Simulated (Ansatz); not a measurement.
## CH4S2Si, SMILES C[SiH]1SS1: a ladder of methods at one geometry, step by step

With Ansatz 0.2.0 through its Python package.

Interactive session:
```pycon
>>> import ansatz
>>> BASIS_SET = 'cc-pVDZ'
>>> GEOMETRY = '''
... C    -0.48920    0.84850   -0.34000
... Si   -0.02800   -0.65940    0.44040
... S     2.02980   -0.75970    0.82440
... S     1.37290   -1.81380   -0.74920
... H    -1.43020    0.74530   -0.98490
... H    -0.77850    1.67880    0.38760
... H     0.26280    1.31280   -1.00100
... H    -0.84740   -1.40950    1.36700
... '''
>>> molecule = ansatz.Crystal.molecule()
>>> for line in GEOMETRY.strip().splitlines():
...     symbol, *xyz = line.split()
...     molecule = molecule.atom(symbol, [float(v) for v in xyz])
...
>>> base = molecule.calculation().basis(gaussian=BASIS_SET)
>>> methods = ['mp2', 'ccsd', 'ccsd_t']
>>> reports = [base.correlation(m).run(threads=1).report for m in methods]
>>> print(f'Hartree-Fock reference {reports[0]["reference_energy_ev"] / 27.211386246:.6f} Ha')
Hartree-Fock reference -1124.205622 Ha
>>> best = reports[-1]['free_energy_ev'] - reports[-1]['reference_energy_ev']
>>> for method, each in zip(methods, reports):
...     gained = each['free_energy_ev'] - each['reference_energy_ev']
...     print(f'{method:8s} total {each["free_energy_ev"] / 27.211386246:.6f} Ha  correlation {gained:9.4f} eV  ({100 * gained / best:.1f} % of the last)')
...
mp2      total -1124.701511 Ha  correlation  -13.4938 eV  (88.2 % of the last)
ccsd     total -1124.749556 Ha  correlation  -14.8012 eV  (96.8 % of the last)
ccsd_t   total -1124.767623 Ha  correlation  -15.2928 eV  (100.0 % of the last)
```

What to keep in mind:
- Total energies depend on the basis set; only differences at equal settings carry meaning.
- The geometry is a force-field or estimated start, not a minimum of this method, and the basis set is short of its limit. A lower total doesn't mark the better method: functionals have no common bound, and MP2 and coupled cluster aren't variational.
- Inner cores stay frozen, so this is valence correlation.
- For Al to Cl the sets with a tight d function, cc-pV(X+d)Z, are usual.
- Hardware and time: 9.6 s on 1 thread of Arm Neoverse V2 (shared host), peak memory 0.32 GiB.
